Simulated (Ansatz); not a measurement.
# C2H5AlSi: the cost of one run

Program: Ansatz 0.2.0. Level of theory: RKS PBE/def2-SVP. These are calculated values, not measurements.

**1. The starting structure**

Bond lengths: C1–C2 1.326 Å, C2–Al3 1.986 Å, C2–Si4 2.062 Å, Al3–Si4 2.399 Å, C1–H5 1.084 Å, C1–H6 1.082 Å, Al3–H7 1.615 Å, Si4–H8 1.484 Å, Si4–H9 1.483 Å. Angles (14 of 15 angles, heavy atoms first): C1–C2–Al3 160.4°, C1–C2–Si4 126.9°, Al3–C2–Si4 72.7°, C2–Al3–Si4 55.1°, C2–Si4–Al3 52.2°, C2–C1–H5 122.8°, C2–C1–H6 122.8°, C2–Al3–H7 153.2°, Si4–Al3–H7 151.6°, C2–Si4–H8 114.5°, C2–Si4–H9 114.5°, Al3–Si4–H8 129.5°, Al3–Si4–H9 129.4°, H5–C1–H6 114.4°.

Structure file:

```xyz
9

C    -0.8338    1.2556   -0.8442
C     0.0627    0.3610   -0.4528
Al    1.7281   -0.7190   -0.4008
Si   -0.0976   -0.9382    1.1403
H    -1.7817    1.3978   -0.3372
H    -0.6799    1.9061   -1.6956
H     3.1862   -1.1475   -0.9467
H    -1.2772   -1.8365    1.0846
H    -0.3067   -0.2794    2.4525
```

**2. Relaxing end A**

Input file input.yaml:

```yaml
crystal:
  periodic: [false, false, false]
  atoms:
    - { symbol: C, position_ang: [-0.83384, 1.25558, -0.84419] }
    - { symbol: C, position_ang: [0.06268, 0.36103, -0.45281] }
    - { symbol: Al, position_ang: [1.72811, -0.71898, -0.40079] }
    - { symbol: Si, position_ang: [-0.0976, -0.93818, 1.14029] }
    - { symbol: H, position_ang: [-1.78175, 1.39781, -0.33725] }
    - { symbol: H, position_ang: [-0.67987, 1.9061, -1.69561] }
    - { symbol: H, position_ang: [3.18621, -1.14746, -0.94673] }
    - { symbol: H, position_ang: [-1.27721, -1.83646, 1.0846] }
    - { symbol: H, position_ang: [-0.30674, -0.27945, 2.4525] }
basis:
  gaussian: { orbitals: def2-SVP }
hamiltonian:
  xc: pbe
relax:
  f_tol: 0.015
  max_steps: 40
```

The run is started by

```console
ansatz run input.yaml --threads 1 --pin off --max-ram 2048MiB --backend cpu --events-out ev --progress --plain --runs-dir out
```

Q: Estimate wall time and peak memory on 1 thread of Arm Neoverse V2, shared host.

About 17 s, with a peak of 0.12 GiB.
